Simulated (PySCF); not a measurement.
**CH3F2NSi (SMILES FC(F)=N[SiH3]): HF/ANO-RCC-VDZ (sfX2C)**

Aim: the vertical ionisation energy of CH3F2NSi at HF/ANO-RCC-VDZ (sfX2C), from 2 runs. 

The calculation is run with PySCF 2.14.0.

## 1. The structure to begin with

CH3F2NSi has 8 atoms, charge 0, and is taken as a singlet. SMILES: `FC(F)=N[SiH3]`. The coordinates come from a PBE0-D4/def2-TZVP relaxation.

Bond lengths: F1–C2 1.312 Å, C2–F3 1.323 Å, C2–N4 1.224 Å, N4–Si5 1.734 Å, Si5–H6 1.481 Å, Si5–H7 1.482 Å, Si5–H8 1.486 Å. Angles: F1–C2–F3 107.0°, F1–C2–N4 124.7°, F3–C2–N4 128.3°, C2–N4–Si5 131.4°, N4–Si5–H6 107.1°, N4–Si5–H7 107.1°, N4–Si5–H8 113.0°, H6–Si5–H7 110.0°, H6–Si5–H8 109.7°, H7–Si5–H8 109.7°.

## 2. A single-point energy at HF/ANO-RCC-VDZ (sfX2C)

The input, geometry.xyz:

```xyz
8

F      2.154400    -1.432200     0.932000
C      0.973400    -0.966100     0.602200
F      0.076200    -1.822100     1.064300
N      0.782500     0.072400    -0.017600
Si    -0.679000     0.844400    -0.540400
H     -0.704100     2.192700     0.073000
H     -0.608400     0.959200    -2.015800
H     -1.902800     0.094700    -0.153800
```

The input, calc.py:

```python
from pyscf import gto

mol = gto.Mole()
mol.atom = 'geometry.xyz'
mol.verbose = 3
mol.max_memory = 1860
mol.basis = 'ano-rcc-vdz'
mol.build()

hf = mol.RHF()
hf = hf.x2c()
hf.conv_tol = 1e-10
hf.kernel()
if not hf.converged:
    hf = hf.newton().run(hf.mo_coeff, hf.mo_occ)

etot = hf.e_tot
print('E = %.10f Eh' % etot)
```

On the command line:

```bash
OMP_NUM_THREADS=1 python calc.py
```

The program printed:

```text
converged SCF energy = -582.629089118817
E = -582.6290891188 Eh
```

It took 4.2 s on 1 thread of Arm Neoverse V2, shared host; peak memory 0.16 GiB.

## 3. The doublet cation, same level

The input, input.py:

```python
from pyscf import gto

mol = gto.M(
    atom='''
F    2.154400  -1.432200   0.932000
C    0.973400  -0.966100   0.602200
F    0.076200  -1.822100   1.064300
N    0.782500   0.072400  -0.017600
Si  -0.679000   0.844400  -0.540400
H   -0.704100   2.192700   0.073000
H   -0.608400   0.959200  -2.015800
H   -1.902800   0.094700  -0.153800
''',
    charge=1,
    spin=1,
    basis='ano-rcc-vdz',
    verbose=3,
    max_memory=1860,
)

mf = mol.UHF()
mf = mf.sfx2c1e()
mf.conv_tol = 1e-10
mf.kernel()
if not mf.converged:
    mf = mf.newton().run(mf.mo_coeff, mf.mo_occ)

e_final = mf.e_tot
print('Final energy', e_final)
```

On the command line:

```bash
OMP_NUM_THREADS=1 python input.py
```

The program printed:

```text
converged SCF energy = -582.252218087436  <S^2> = 0.8150372  2S+1 = 2.0640128
Final energy -582.2522180874364
```

Run time: 4.2 s. Hardware: 1 thread of Arm Neoverse V2, shared host; peak memory 0.16 GiB.

## 4. What came out

Level: HF/ANO-RCC-VDZ (sfX2C).

| quantity | value |
| --- | --- |
| singlet CH3F2NSi: total energy | -582.62909 Eh |
| singlet CH3F2NSi: dipole moment | 2.48 D |
| singlet CH3F2NSi: HOMO energy | -12.52 eV |
| singlet CH3F2NSi: LUMO energy | 2.42 eV |
| singlet CH3F2NSi: HOMO–LUMO gap | 14.93 eV |
| doublet cation: total energy | -582.25222 Eh |
| doublet cation: HOMO energy (highest over α and β) | -18.64 eV |
| doublet cation: LUMO energy (lowest over α and β) | -8.17 eV |
| doublet cation: ⟨S²⟩ | 0.815 |
| vertical ionisation energy (to the doublet cation) | 10.255 eV |

**Reading.** Removing an electron at fixed nuclei costs 10.26 eV (236 kcal/mol). The negative HOMO energy of the first species, 12.52 eV, lies 2.26 eV above that difference. Mulliken charges (singlet CH3F2NSi) run from -0.77 on N4 to +1.19 on Si5; they depend strongly on the basis.
